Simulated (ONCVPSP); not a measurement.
**An ONCV potential for iron, from input to tests**

Aim: build the potential from the settings below, then test how well it stands in for the atom: other configurations, scattering, ghost states and the plane-wave cutoff that it needs.

Program: ONCVPSP 4.0.1. Reference atom: PBEsol, scalar-relativistic, spherical and spin-unpolarised. All values are calculated.

### Step 1. Starting point

Typed settings, in words:

| Property | Result |
| --- | --- |
| element | iron (Fe, Z = 26) |
| type | optimised norm-conserving Vanderbilt (ONCV) |
| frozen core | [Ne] |
| valence charge | 16 |
| reference configuration | 3s2 3p6 3d6 4s2 |
| partial waves | 3s+4s: rc 1.45 bohr, ncon 4, nbas 8, qcut 9.9 1/bohr, 2 projectors; 3p: rc 0.90 bohr, ncon 3, nbas 8, qcut 7.3 1/bohr, 3 projectors, debl 1.3 Ha; 3d: rc 0.90 bohr, ncon 4, nbas 9, qcut 20.5 1/bohr, local |
| local potential | the d channel |
| core correction | Teter function, fcfact 3, rcfact 1.25 |

An earlier all-electron run gives the scale for the radii.

All-electron outer shells of the reference configuration (PBEsol, scalar-relativistic, ld1.x):

```
shell  level (eV)  outermost node (bohr)  outermost maximum (bohr)
   2p     -697.99                      –                      0.18
   3s      -93.77                   0.33                      0.70
   3p      -59.92                   0.30                      0.72
   3d       -7.53                      –                      0.71
   4s       -5.31                   1.00                      2.41
   4p       -1.30                   1.10                      3.29
```

### Step 2. Generation

The input, Fe.dat:

```
# ATOM AND REFERENCE CONFIGURATION
# atsym  z   nc   nv     iexc    psfile
  Fe 26.00    3    4  -116133      upf
#
#   n    l    f
    1    0    2.00
    2    0    2.00
    2    1    6.00
    3    0    2.00
    3    1    6.00
    3    2    6.00
    4    0    2.00
#
# PSEUDOPOTENTIAL AND OPTIMIZATION
# lmax
    2
#
#   l,   rc,      ep,       ncon, nbas, qcut
    0    1.45    0.00    4    8    9.90
    1    0.90    0.00    3    8    7.30
    2    0.90    0.00    4    9   20.50
#
# LOCAL POTENTIAL
# lloc, lpopt,  rc(5),   dvloc0
    2    5    0.90    0.00
#
# VANDERBILT-KLEINMAN-BYLANDER PROJECTORs
# l, nproj, debl
    0    2    0.60
    1    3    1.30
    2    0    3.60
#
# MODEL CORE CHARGE
# icmod, fcfact, rcfact
    3    3.00    1.25
#
# LOG DERIVATIVE ANALYSIS
# epsh1, epsh2, depsh
   -5.00    5.00    0.04
#
# OUTPUT GRID
# rlmax, drl
    6.00    0.01
#
# TEST CONFIGURATIONS
# ncnf
    4
# nvcnf
#   n    l    f
    4
    3    0    2.00
    3    1    6.00
    3    2    6.00
    4    0    1.00
#
    4
    3    0    2.00
    3    1    6.00
    3    2    6.00
    4    0    0.00
#
    4
    3    0    2.00
    3    1    6.00
    3    2    5.00
    4    0    0.00
#
    4
    3    0    2.00
    3    1    6.00
    3    2    6.00
    4    0    1.50
#
```

On the command line:

```sh
oncvpsp.x < Fe.dat > Fe.out
```

Before running it: what results should come out? Wanted: cutoffs for 1 and 0.1 mHa per electron, occupied waves; bound ghosts; GHOST(+) flags; largest test error; largest phase difference near zero energy, channels read; rms error of d²Exc/dn², without and with the model core; projector energies reset by the program.

The runs gave:

| quantity | value |
| --- | --- |
| cutoffs for 1 and 0.1 mHa per electron, occupied waves | 128 Ha and 150 Ha |
| bound ghosts | none found |
| GHOST(+) flags | s at 105 eV (1 near or above the test basis's cutoff) |
| largest test error (AE − PS) | -7.8 meV, for 3s2 3p6 3d5 4s0 |
| largest phase difference near zero energy, channels read | 0.001 rad |
| rms error of d²Exc/dn², without and with the model core | 2.45 and 1.13 mHa |
| projector energies reset by the program | p: -2.202, 0.250, 1.550 Ha |

In words: By total energies transferability is good: the largest error is 7.8 meV on 59.0 eV, for 3s2 3p6 3d5 4s0. It counts as very hard, with 128 Ha needed at the looser tolerance. At the looser tolerance the 3d wave is the slowest; 3p needs 39 Ha. No bound ghost shows below the valence levels. Near zero energy the phases of the channels with partial waves agree within 0.001 rad. The program also flags highly localised states, GHOST(+) (s). These are tests on the free atom; a crystal test is still owed.
